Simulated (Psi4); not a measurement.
# CH5BO2 (SMILES COBO) at 4 levels

Wanted: a comparison of 4 runs (HF/STO-3G, HF/3-21G, TPSSh/cc-pVDZ, wB97X-V/cc-pVDZ) of CH5BO2. 

The results are computed with Psi4 1.11.

1 further run of the same task is left out (set aside as unsound or not needed). Runs told in other sessions of the task aren't counted.

## (1) Starting point

CH5BO2 has 9 atoms, charge 0, and is taken as a singlet. SMILES: `COBO`. One bond was lengthened or shortened from a relaxed shape.

Bond lengths: C1–O2 1.410 Å, O2–B3 1.356 Å, B3–O4 1.356 Å, C1–H5 1.094 Å, C1–H6 1.092 Å, C1–H7 1.256 Å, B3–H8 1.199 Å, O4–H9 0.962 Å. Some angles: C1–O2–B3 121.7°, O2–B3–O4 119.6°, O2–C1–H5 111.5°, O2–C1–H6 109.2°, O2–C1–H7 109.3°, O2–B3–H8 121.8°, O4–B3–H8 118.6°, B3–O4–H9 112.1°, H5–C1–H6 109.1°, H5–C1–H7 109.0°.

## (2) The energy at HF/STO-3G (run 1)

File ch5bo2.xyz:

```xyz
9
CH5BO2
C      0.405793     0.726058    -0.981753
O      0.010493     0.378958     0.326647
B     -0.010907    -0.909942     0.747247
O     -0.400607    -1.194342     2.014147
H      0.692093    -0.155642    -1.561953
H      1.255393     1.410558    -0.930553
H     -0.544800     1.307500    -1.561700
H      0.307893    -1.814242     0.028047
H     -0.634907    -0.402142     2.507847
```

File ch5bo2_ase.py:

```python
import numpy as np
from ase.calculators.psi4 import Psi4
from ase.io import read

a = read('ch5bo2.xyz')
calc = Psi4(atoms=a, method='scf', basis='STO-3G', memory='2200MB', num_threads=1, charge=0, multiplicity=1, label='psi4-calc', reference='rhf')
calc.psi4.set_options({'puream': True, 'e_convergence': 1e-09, 'd_convergence': 1e-08, 'scf_type': 'pk'})
a.calc = calc

print(f'energy: {a.get_potential_energy():.6f} eV')
```

On the command line:

```console
python ch5bo2_ase.py
```

psi4-calc.dat:

```text
[...]
  Running in c1 symmetry.
[...]
  Nuclear repulsion =  114.831905604449460
[...]
  Multiplicity = 1
[...]
  Nalpha       = 16
  Nbeta        = 16
[...]
    Number of basis functions: 25
[...]
   @RHF iter   1:  -212.37457078414207   -2.97109e+00   1.33918e-02 DIIS/ADIIS
[...]
   @RHF iter  11:  -212.45204293037946   -3.41061e-13   3.53834e-09 DIIS
[...]
    Orbital Energies [Eh]
    ---------------------
    Doubly Occupied:
       1A    -20.272652     2A    -20.268474     3A    -11.110073
       4A     -7.432541     5A     -1.317309     6A     -1.272839
       7A     -0.880089     8A     -0.676155     9A     -0.620590
      10A     -0.585018    11A     -0.559014    12A     -0.484576
      13A     -0.446846    14A     -0.433196    15A     -0.383841
      16A     -0.348376
[...]
  @RHF Final Energy:  -212.45204293037946
   => Energetics <=
    Nuclear Repulsion Energy =            114.8319056044494602
    One-Electron Energy =                -520.3847162798035697
    Two-Electron Energy =                 193.1007677449746609
    Total Energy =                       -212.4520429303794629
[...]
 Multipole Moments:
 ------------------------------------------------------------------------------------
     Multipole            Electronic (a.u.)      Nuclear  (a.u.)        Total (a.u.)
 ------------------------------------------------------------------------------------
 L = 1.  Multiply by 2.5417464519 to convert [e a0] to [Debye]
 Dipole X            :         -0.9774605            1.0422698            0.0648093
 Dipole Y            :         -1.5505179            2.0610278            0.5105099
 Dipole Z            :          3.8509735           -4.1421065           -0.2911330
 Magnitude           :                                                    0.5912521
[...]
```

The script printed:

```text
energy: -5781.114552 eV
```

It took 1.3 s on 1 thread of AMD EPYC 9R45 (Zen 5), shared host; peak memory 0.19 GiB.

## (3) A single-point energy at HF/3-21G (run 2)

File calc.dat:

```
memory 2.2 GB

molecule system {
  C      0.405793     0.726058    -0.981753
  O      0.010493     0.378958     0.326647
  B     -0.010907    -0.909942     0.747247
  O     -0.400607    -1.194342     2.014147
  H      0.692093    -0.155642    -1.561953
  H      1.255393     1.410558    -0.930553
  H     -0.544800     1.307500    -1.561700
  H      0.307893    -1.814242     0.028047
  H     -0.634907    -0.402142     2.507847
  units angstrom
  symmetry c1
}

set {
  basis         3-21G
  reference     rhf
  puream        true
  e_convergence 1e-09
  d_convergence 1e-08
  scf_type      pk
}

result, w = energy('hf', return_wfn=True)
oeprop(w, 'QUADRUPOLE', 'LOWDIN_CHARGES', 'WIBERG_LOWDIN_INDICES')
print_variables()
```

On the command line:

```console
psi4 calc.dat calc.out -n 1
```

calc.out:

```text
[...]
  Running in c1 symmetry.
[...]
  Nuclear repulsion =  114.831905604449460
[...]
  Multiplicity = 1
[...]
  Nalpha       = 16
  Nbeta        = 16
[...]
    Number of basis functions: 46
[...]
   @RHF iter   1:  -214.00460515523463   -1.10038e+00   9.00513e-03 DIIS/ADIIS
[...]
   @RHF iter  11:  -214.07957901857156   -2.47269e-12   4.70395e-09 DIIS
[...]
    Orbital Energies [Eh]
    ---------------------
    Doubly Occupied:
       1A    -20.474064     2A    -20.460771     3A    -11.251095
       4A     -7.609904     5A     -1.394294     6A     -1.347429
       7A     -0.936962     8A     -0.750959     9A     -0.699491
      10A     -0.652723    11A     -0.626553    12A     -0.542824
      13A     -0.527903    14A     -0.523798    15A     -0.472740
      16A     -0.444394
[...]
  @RHF Final Energy:  -214.07957901857156
   => Energetics <=
    Nuclear Repulsion Energy =            114.8319056044494602
    One-Electron Energy =                -520.3911576001669346
    Two-Electron Energy =                 191.4796729771459241
    Total Energy =                       -214.0795790185715646
[...]
 Multipole Moments:
 ------------------------------------------------------------------------------------
     Multipole            Electronic (a.u.)      Nuclear  (a.u.)        Total (a.u.)
 ------------------------------------------------------------------------------------
 L = 1.  Multiply by 2.5417464519 to convert [e a0] to [Debye]
 Dipole X            :         -0.8784048            1.0422698            0.1638649
 Dipole Y            :         -1.4190706            2.0610278            0.6419572
 Dipole Z            :          3.6223985           -4.1421065           -0.5197080
 Magnitude           :                                                    0.8420553
 L = 2.  Multiply by 1.3450342976 to convert [e a0^2] to [Debye ang]
 Quadrupole XX       :        -35.6803224           18.3163027          -17.3640198
 Quadrupole XY       :        -22.9404093           22.8900963           -0.0503129
[...]
```

Wall time 1.6 s (1 thread of AMD EPYC 9R45 (Zen 5), shared host); peak memory 0.19 GiB.

Run 3 isn't shown in full; the table further down has it.

## (4) A single-point energy at wB97X-V/cc-pVDZ (run 4)

File job.inp:

```
memory 2200 MB

molecule molecule1 {
  0 1
  C
  O 1 1.410195
  B 2 1.355959 1 121.7479
  O 3 1.355649 2 119.59263 1 -179.89416
  H 1 1.093615 2 111.54184 3 -0.9633
  H 1 1.092237 5 109.05593 2 120.68693
  H 1 1.256201 6 108.67429 5 -118.76335
  H 3 1.198599 4 118.6157 2 179.93643
  H 4 0.962402 3 112.12947 8 179.98551
  symmetry c1
  no_reorient
  no_com
}

set puream true
set e_convergence 1e-09
set d_convergence 1e-08
set scf_type pk
set dft_radial_points 99
set dft_spherical_points 590

energy("wb97x-v/cc-pVDZ")
```

On the command line:

```console
psi4 job.inp job.out -n 1
```

job.out:

```text
[...]
  Running in c1 symmetry.
[...]
  Nuclear repulsion =  114.831928122338397
[...]
  Multiplicity = 1
[...]
  Nalpha       = 16
  Nbeta        = 16
[...]
    Number of basis functions: 81
[...]
   @RKS iter   1:  -216.27142769132487   -8.11797e-01   7.62496e-03 DIIS/ADIIS
[...]
   @RKS iter  11:  -216.42821111912045   -1.58025e-11   6.54835e-09 DIIS
[...]
    Orbital Energies [Eh]
    ---------------------
    Doubly Occupied:
       1A    -19.239143     2A    -19.232342     3A    -10.349621
       4A     -6.885800     5A     -1.177072     6A     -1.139780
       7A     -0.816617     8A     -0.673698     9A     -0.629207
      10A     -0.582300    11A     -0.558634    12A     -0.485312
      13A     -0.470397    14A     -0.468490    15A     -0.421501
      16A     -0.395750
[...]
  @RKS Final Energy:  -216.42821111912045
   => Energetics <=
    Nuclear Repulsion Energy =            114.8319281223383967
    One-Electron Energy =                -522.2646349559694272
    Two-Electron Energy =                 210.7323110087362181
    DFT Exchange-Correlation Energy =     -19.8566673791490018
    Empirical Dispersion Energy =           0.0000000000000000
    VV10 Nonlocal Energy =                  0.1288520849233522
    Total Energy =                       -216.4282111191204478
[...]
 Multipole Moments:
 ------------------------------------------------------------------------------------
     Multipole            Electronic (a.u.)      Nuclear  (a.u.)        Total (a.u.)
 ------------------------------------------------------------------------------------
 L = 1.  Multiply by 2.5417464519 to convert [e a0] to [Debye]
 Dipole X            :          0.1578562           -0.1163315            0.0415247
 Dipole Y            :         -0.4839854            0.9613869            0.4774015
 Dipole Z            :          4.2145729           -4.6425640           -0.4279910
 Magnitude           :                                                    0.6425051
[...]
```

Run time: 1.7 min. Hardware: 1 thread of AMD EPYC 9R45 (Zen 5), shared host; peak memory 1.4 GiB.

## (5) All runs side by side

| run | level | integration grid | energy (Eh) | dipole moment (D) | HOMO energy (eV) | LUMO energy (eV) | wall time |
| --- | --- | --- | --- | --- | --- | --- | --- |
| 1 | HF/STO-3G | – | -212.452043 | 1.50 | -9.48 | 9.69 | 1.3 s |
| 2 | HF/3-21G | – | -214.079579 | 2.14 | -12.09 | 5.61 | 1.6 s |
| 3 | TPSSh/cc-pVDZ | 99 radial × 590 angular | -216.508629 | 1.61 | -7.48 | 0.94 | 36 s |
| 4 | wB97X-V/cc-pVDZ | 99 radial × 590 angular | -216.428211 | 1.63 | -10.77 | 3.66 | 1.7 min |

## (6) Results

| quantity | value |
| --- | --- |
| run 4: total energy | -216.42821 Eh |
| run 4: dipole moment | 1.63 D |
| run 4: HOMO energy | -10.77 eV |
| run 4: LUMO energy | 3.66 eV |
| run 4: HOMO–LUMO gap | 14.43 eV |

The dipole moment (its size) runs from 1.50 D (HF/STO-3G) to 2.14 D (HF/3-21G). The HOMO–LUMO gap runs from 8.42 eV (TPSSh/cc-pVDZ) to 19.17 eV (HF/STO-3G). The two ends differ in method and basis. Totals of different functionals can't be ranked against each other. In run 1 the basis is minimal, so the values are rough. All runs together took 2.3 min, the longest 1.7 min.
